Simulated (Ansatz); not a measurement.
# CH4BClSe: up Jacob's ladder to CCSD(T)

Aim: compute CH4BClSe with functionals from several rungs and with coupled cluster, and see how far each lands from CCSD(T) at the basis-set limit for the atomisation energy.

Computed with Ansatz 0.2.0, Gaussian basis. Level: functionals in def2-TZVPP, the program's frozen cores in correlated methods.

Levels to be run: LDA (SPW92), PBE-D4, revPBE-D4, BLYP-D4, r2SCAN-D4, B97M-V, PBE0-D4, B3LYP-D4, r2SCANh-D4, r2SCAN0-D4, HSE06-D4, BHLYP-D4, CAM-B3LYP-D4, LC-ωPBE, ωB97X-V, ωB97M-V, B2PLYP, PBE-QIDH; CCSD(T)/def2-SVP; CCSD(T)/def2-TZVPP; MP2/def2-QZVPP; extrapolation to the limit; RPA on PBE.

### Step 1. The geometry

An earlier PBE0-D4 in a triple-zeta def2 set relaxation fixed the geometry.

SMILES `CB(Cl)[SeH]`, 8 atoms, charge 0, spin multiplicity 1.

Atoms are counted from 1 here; the program's logs count them from 0.

Bond lengths: C1–B2 1.556 Å, C1–H5 1.095 Å, C1–H6 1.095 Å, C1–H7 1.090 Å, B2–Cl3 1.762 Å, B2–Se4 1.930 Å, Se4–H8 1.469 Å. Angles: B2–C1–H5 109.5°, B2–C1–H6 109.6°, B2–C1–H7 114.3°, H5–C1–H6 105.9°, H5–C1–H7 108.5°, H6–C1–H7 108.6°, C1–B2–Cl3 119.5°, C1–B2–Se4 125.5°, Cl3–B2–Se4 114.9°, B2–Se4–H8 95.5°.

### Step 2. LDA

This LDA is Slater exchange with PW92 correlation.

Input file in.yaml:

```yaml
crystal:
  periodic: [false, false, false]
  atoms:
    - {symbol: C, position_ang: [0.022332, 0.925975, -0.012075]}
    - {symbol: B, position_ang: [0.513142, -0.548461, -0.086759]}
    - {symbol: Cl, position_ang: [2.222346, -0.882340, -0.357526]}
    - {symbol: Se, position_ang: [-0.602793, -2.112982, 0.097063]}
    - {symbol: H, position_ang: [0.545486, 1.444430, 0.798656]}
    - {symbol: H, position_ang: [0.297263, 1.452629, -0.932016]}
    - {symbol: H, position_ang: [-1.051131, 1.033565, 0.143412]}
    - {symbol: H, position_ang: [-1.854546, -1.369815, 0.293345]}
basis:
  gaussian: {orbitals: def2-TZVPP}
hamiltonian: {xc: lda}
output: {orbitals: {seedname: orbitals}}
```

Command:

```bash
> ansatz run in.yaml --threads 4 --pin off --events-out ev --progress --plain --max-ram 10444MiB
```

The runs that follow: PBE-D4 (GGA); revPBE-D4 (GGA); BLYP-D4 (GGA); r2SCAN-D4 (meta-GGA); B97M-V (meta-GGA); B3LYP-D4 (hybrid); r2SCANh-D4 (hybrid); r2SCAN0-D4 (hybrid); HSE06-D4 (hybrid); BHLYP-D4 (hybrid); CAM-B3LYP-D4 (range-separated); LC-ωPBE (range-separated); ωB97X-V (range-separated); ωB97M-V (range-separated); B2PLYP (double hybrid); PBE-QIDH (double hybrid); CCSD(T) in def2-SVP; CCSD(T) in def2-TZVPP; MP2 in def2-QZVPP; RPA on PBE orbitals.

**Question.** What will the summary of the whole plan be? Wanted: atomisation energy, CCSD(T)/CBS; farthest beyond LDA; mean size of error, GGA; mean size of error, meta-GGA; mean size of error, hybrid; mean size of error, range-separated; mean size of error, double hybrid; gap, smallest and largest; T1 diagnostic.

**Answer**, as computed:

```
                               quantity                                                                                                             value
        atomisation energy, CCSD(T)/CBS                                                                                                    675.2 kcal/mol
functionals within 6.8 kcal/mol (1.0 %)  revPBE-D4, BLYP-D4, PBE0-D4, B3LYP-D4, r2SCANh-D4, r2SCAN0-D4, CAM-B3LYP-D4, LC-ωPBE, ωB97X-V, ωB97M-V, PBE-QIDH
                    farthest beyond LDA                                                                                         BHLYP-D4 (-16.0 kcal/mol)
                mean size of error, GGA                                                                                                      6.6 kcal/mol
           mean size of error, meta-GGA                                                                                                      7.5 kcal/mol
             mean size of error, hybrid                                                                                                      5.8 kcal/mol
    mean size of error, range-separated                                                                                                      2.1 kcal/mol
      mean size of error, double hybrid                                                                                                      4.5 kcal/mol
              gap, smallest and largest                                                                         4.49 eV (LDA (SPW92)), 11.40 eV (LC-ωPBE)
                          T1 diagnostic                                                                                                            0.0111
triples share of the correlation energy                                                                                                             4.0 %
```

**Reading.** LDA overbinds by 97.5 kcal/mol (14 %). PBE-D4 misses by +15.4 kcal/mol. Double hybrids carry the basis error of their MP2 part in triple zeta, and no dispersion term here, so their miss is partly the set-up's. The rungs range-separated, double hybrid, hybrid, GGA miss on average by less than the doubt on the reference (6.8 kcal/mol), so they tie. The reference freezes the cores and leaves out relativity and excitations past (T), and its outer-core shells are covered unevenly, so misses under about 6.8 kcal/mol can't be ranked. All levels share the lack of spin-orbit coupling, which lowers the free heavy atoms and so the true binding. Hartree-Fock recovers 75 % of the binding; the rest is correlation. CCSD(T) in def2-SVP is off by -31.9 kcal/mol, more than most functionals: a good method in a small basis is no reference. The gap grows from 4.5 to 11.4 eV across the functionals, mostly with the share of exact exchange. Correlated methods include outer-core shells of Se, which these sets cover unevenly.
